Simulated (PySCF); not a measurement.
# Cl6Nd ([NdCl6]3-): the cost of one run

Computed with PySCF 2.14.0 and routines of our own; the level stands in each step. Atoms count from 0.

## (1) The starting structure

7 atoms, charge -3, states of the metal's open shell are computed; geometry from: model geometry, bond lengths from ionic radii.

## (2) Ligand-field states: state-averaged CASSCF in water

What the job is given:

```
{"job": {"kind": "lf", "basis": {"metal": "x2c-TZVPall", "ligand": "x2c-SVPall"}, "nevpt": false, "solvent": "water"}, "charge": -3, "metal": "Nd", "open_shell": "f3"}
Nd     0.000000     0.000000     0.000000
Cl     0.000000     0.000000     2.693000
Cl     0.000000     0.000000    -2.693000
Cl     2.693000     0.000000     0.000000
Cl    -2.693000     0.000000     0.000000
Cl     0.000000     2.693000     0.000000
Cl    -0.000000    -2.693000     0.000000
```

Method: state-averaged CASSCF of the metal f shell, state-interaction spin-orbit coupling.

Run with:

```console
> OMP_NUM_THREADS=1 python lf_run.py task.json out
```

This one command runs all jobs of the session in turn.

Q: Estimate the wall time and peak memory of this first job on 1 thread of Arm Neoverse V1, shared host.

About 48 s, with a peak of 0.66 GiB.
